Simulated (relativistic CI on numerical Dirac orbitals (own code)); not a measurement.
**Al²⁺: one ion under different settings**

Aim: see what numerical and physical settings do to the SCF, the total energy and the lowest levels of Al²⁺.

The numbers are computed with relativistic CI on numerical Dirac orbitals (own code) version 3 (Dirac-Coulomb-Breit CI, KLI orbitals optimised for each configuration, model QED (radiative potential, 1s self-energy scaled to tabulated hydrogen-like ionisation energies), numerical settings as typed), except any that are marked as measured or tabulated.

**1. The atom as given**

```
ion            : Al²⁺ (Al III)
nuclear charge : 13
electrons      : 11
isotope        : A = 27
```

**2. Usual settings**

Input settings:

```ini
atom Al  Z=13  charge=2  electrons=11
nucleus A=27  rms_radius_fm=3.0610
hamiltonian dirac-coulomb  breit=on  qed=on  c_scale=1
orbitals kli  potential=per-configuration
slater_scale 1
correlation none
mixing on
grid step=0.0125 r_max=49.7
scf mixing=0.4 start=green max_iterations=150 tolerance=2e-08 node_fill=0.05
configurations
  [Ne] 3s
  [Ne] 3p
  [Ne] 3d
  [Ne] 4s
  [Ne] 4p
end
```

Command:

```
> python run_levels.py task.json out
```

One command runs all members of the session, one after another, from task.json.

**3. End of the grid 149.1**

The settings differ from step 2 so:

```diff
@@ -7,3 +7,3 @@
 mixing on
-grid step=0.0125 r_max=49.7
+grid step=0.0125 r_max=149.1
 scf mixing=0.4 start=green max_iterations=150 tolerance=2e-08 node_fill=0.05
```

**4. QED terms off, nuclear radius 3.9793**

Input settings:

```ini
atom Al  Z=13  charge=2  electrons=11
nucleus A=27  rms_radius_fm=3.9793
hamiltonian dirac-coulomb  breit=on  qed=off  c_scale=1
orbitals kli  potential=per-configuration
slater_scale 1
correlation none
mixing on
grid step=0.0125 r_max=49.7
scf mixing=0.4 start=green max_iterations=150 tolerance=2e-08 node_fill=0.05
configurations
  [Ne] 3s
  [Ne] 3p
  [Ne] 3d
  [Ne] 4s
  [Ne] 4p
end
```

**5. Breit term off**

The settings differ from step 4 so:

```diff
@@ -1,4 +1,4 @@
 atom Al  Z=13  charge=2  electrons=11
-nucleus A=27  rms_radius_fm=3.9793
-hamiltonian dirac-coulomb  breit=on  qed=off  c_scale=1
+nucleus A=27  rms_radius_fm=3.0610
+hamiltonian dirac-coulomb  breit=off  qed=on  c_scale=1
 orbitals kli  potential=per-configuration
```

(Steps that only read results are left out.)

Q: Predict the outcome of this session. Wanted: lowest level, usual settings; total energy; first excitation.

As calculated:

| setting | total energy less usual (Ha) | largest shift of a level among the lowest eight of both runs, same label and place (cm⁻¹) | SCF iterations | time | lowest level | kind of change |
| --- | --- | --- | --- | --- | --- | --- |
| usual | 0 | 0 | 55 | 0.14 s | 3s 2S1/2 | - |
| end of the grid 149.1 | 0 | 0 | 55 | 0.18 s | 3s 2S1/2 | numerical |
| QED terms off, nuclear radius 3.9793 | -0.0274 | 18.6 | 55 | 0.13 s | 3s 2S1/2 | unphysical constant |
| Breit term off | -0.0421 | 24.5 | 55 | 0.13 s | 3s 2S1/2 | model term |

```
                    quantity         value
lowest level, usual settings      3s 2S1/2
                total energy  -241.4106 Ha
            first excitation    52770 cm⁻¹
```

**Reading.** Among the runs whose levels can be followed, they move most under «Breit term off» (model term), by up to 24.5 cm⁻¹. No visible change in the result comes from «end of the grid 149.1». Only the listed configurations are in the model. In a near-neutral ion this small CI can misplace whole configurations by 10,000 cm⁻¹ or more.
